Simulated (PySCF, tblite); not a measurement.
# C5H10GeSe: geometry, infrared bands and NMR shifts

Aim: predict the infrared bands and NMR shifts of C5H10GeSe (`[GeH3][CH2][Se][C@H]1C=CC1`).

Computed with tblite 0.8.0 and PySCF 2.14.0, with density-fitted response routines of our own, on a single molecule in the gas phase. Atoms count from 0, in the outputs and in this text.

**1. The molecule as given**

17 atoms, charge 0, multiplicity 1; geometry from: force field or distance geometry start.

Bonds of the start (Å): Ge0–C1 1.96, C1–Se2 1.94, Se2–C3 1.95, C3–C4 1.48, C4–C5 1.33, C5–C6 1.48, C6–C3 1.48, Ge0–H7 1.56, Ge0–H8 1.56, Ge0–H9 1.53, C1–H10 1.09, C1–H11 1.12, C3–H12 1.11, C4–H13 1.07, C5–H14 1.11, C6–H15 1.10, C6–H16 1.11.

**2. Geometry optimisation with GFN2-xTB**

The job: settings as JSON, then the geometry in Å.

```
{"job": {"kind": "relax", "xc": "GFN2-xTB", "basis": "xTB"}, "charge": 0, "multiplicity": 1}
Ge     2.938800    -0.047400     0.710200
C      1.412200    -1.138800     0.134700
Se    -0.029300    -1.013200     1.430700
C     -1.617800    -0.506700     0.412800
C     -2.476700     0.514300     1.053500
C     -2.157600     1.371000     0.090900
C     -1.257700     0.454400    -0.648800
H      3.453700    -0.580300     2.079700
H      2.475400     1.431600     0.858700
H      4.033600    -0.163300    -0.354800
H      1.110200    -0.783000    -0.851600
H      1.759700    -2.196800     0.043500
H     -2.246100    -1.377900     0.147300
H     -3.116100     0.604000     1.907700
H     -2.443900     2.425200    -0.098400
H     -1.615600     0.153700    -1.640200
H     -0.229700     0.865400    -0.636300
```

On the command line:

```sh
$ OMP_NUM_THREADS=1 python probes_run.py task.json out
```

One launch serves the whole session: the jobs run in the order shown.

**Question.** This job is followed by: GFN2-xTB harmonic vibrations, gas phase; GIAO PBE0/pcSseg-1 NMR shielding, non-relativistic, gas phase. What will the session give for the following? strongest single infrared mode (GFN2-xTB); zero-point energy (GFN2-xTB); 13C shifts against TMS (PBE0/pcSseg-1); 1H shifts against TMS (PBE0/pcSseg-1, means over atoms taken as alike); 73Ge shifts against GeMe4 (PBE0/pcSseg-1); 77Se shifts against Me2Se (PBE0/pcSseg-1).

The runs gave:

| quantity | value |
| --- | --- |
| strongest single infrared mode (GFN2-xTB) | 2074 cm⁻¹, 442 km/mol |
| zero-point energy (GFN2-xTB) | 77.5 kcal/mol |
| 13C shifts against TMS (PBE0/pcSseg-1) | 146.9, 145.9, 53.7, 50.9, 13.6 ppm |
| 1H shifts against TMS (PBE0/pcSseg-1, means over atoms taken as alike) | 6.41, 6.20, 3.97, 3.71, 3.27, 2.87, 2.24, 1.60 ppm |
| 73Ge shifts against GeMe4 (PBE0/pcSseg-1) | -212 ppm |
| 77Se shifts against Me2Se (PBE0/pcSseg-1) | 283 ppm |

Over 176 steps the energy fell by 0.611 eV; of the close pairs, C3–C6 changed most, 1.477 to 1.551 Å. No mode is imaginary among the 45: a minimum at this level. The strongest single mode, at 2074 cm⁻¹, moves mainly H8 and H9. Unscaled tight-binding wavenumbers are off by several per cent, some by more. Its intensities can rank the bands wrongly. At PBE0/pcSseg-1: The largest span, 767 ppm, is at Se2, where the paramagnetic term is -1522 ppm. Spin-orbit coupling is left out, which matters for shieldings and couplings at and beside the heavy atoms.
